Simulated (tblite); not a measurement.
# C5H8F3NSi: the cost of one run

Computed with tblite 0.8.0 and PySCF 2.14.0, with density-fitted response routines of our own, on a single molecule in the gas phase. Atoms count from 0, in the outputs and in this text.

## Step 1: The molecule as given

18 atoms, charge 0, multiplicity 1; geometry from: force field or distance geometry start.

Bonds of the start (Å): C0–Si1 1.90, Si1–C2 1.81, C2–C3 1.49, C3–N4 1.17, C2–C5 1.49, C5–C6 1.48, C6–F7 1.40, C6–F8 1.37, C6–F9 1.41, C0–H10 1.10, C0–H11 1.12, C0–H12 1.09, Si1–H13 1.48, Si1–H14 1.46, C2–H15 1.10, C5–H16 1.12, C5–H17 1.11.

## Step 2: Relaxing the molecule with GFN2-xTB

Job settings and geometry (Å):

```
{"job": {"kind": "relax", "xc": "GFN2-xTB", "basis": "xTB"}, "charge": 0, "multiplicity": 1}
C      2.613900    -0.706900     0.201600
Si     0.950400    -0.072800     0.859100
C     -0.080800     0.541400    -0.497700
C      0.240900     1.988600    -0.671000
N      0.510100     3.117200    -0.791500
C     -1.562200     0.470000    -0.343800
C     -2.163000    -0.872700    -0.147200
F     -3.538700    -0.657100    -0.017100
F     -1.992900    -1.761100    -1.169800
F     -1.812700    -1.401800     1.108400
H      3.398300    -0.563200     0.960600
H      2.534500    -1.821500     0.076000
H      2.872300    -0.232300    -0.744900
H      1.299200     1.039700     1.772500
H      0.407400    -1.172200     1.648200
H      0.228300     0.080100    -1.445200
H     -2.016600     0.889500    -1.278000
H     -1.897300     1.141500     0.468100
```

Run with:

```
$ OMP_NUM_THREADS=1 python probes_run.py task.json out
```

The driver reads the jobs from task.json and runs them one after another.

Q: Estimate the wall time and peak memory of this first job on 1 thread of Arm Neoverse V1, shared host.

About 1.6 s, with a peak of 0.18 GiB.
